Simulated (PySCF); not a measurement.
# Cl4K4 ((KCl)4 ring): the cost of one run

Computed with PySCF 2.14.0 and routines of our own; the level stands in each step. Atoms count from 0.

## Step 1: The starting structure

8 atoms, charge 0, multiplicity 1; geometry from: GFN2-xTB.

## Step 2: Magnetic properties: GIAO BP86/def2-SVP K:def2-TZVP

Job settings and geometry (Å):

```
{"job": {"kind": "mag", "xc": "BP86", "basis": {"default": "def2-SVP", "K": "def2-TZVP"}}, "charge": 0, "multiplicity": 1}
K     -0.262520    -2.709000     1.882490
Cl     0.661300    -0.766910     3.499360
K      1.182250     1.779960     2.807910
Cl     1.059750     3.327270     0.611710
K      0.262370     2.719990    -1.885990
Cl    -0.671890     0.766260    -3.481250
K     -1.184570    -1.789770    -2.818060
Cl    -1.046690    -3.327820    -0.616180
```

Level: GIAO BP86/def2-SVP K:def2-TZVP magnetisability, rotational g tensor and spin-rotation constants, non-relativistic, gas phase.

Started as:

```sh
$ OMP_NUM_THREADS=1 python excited_run.py task.json out
```

The driver reads the jobs from task.json and runs them one after another.

**Question.** How long does this first job take on 1 thread of Arm Neoverse N1, shared host, and how much memory does it need?

About 72 s, with a peak of 0.77 GiB.
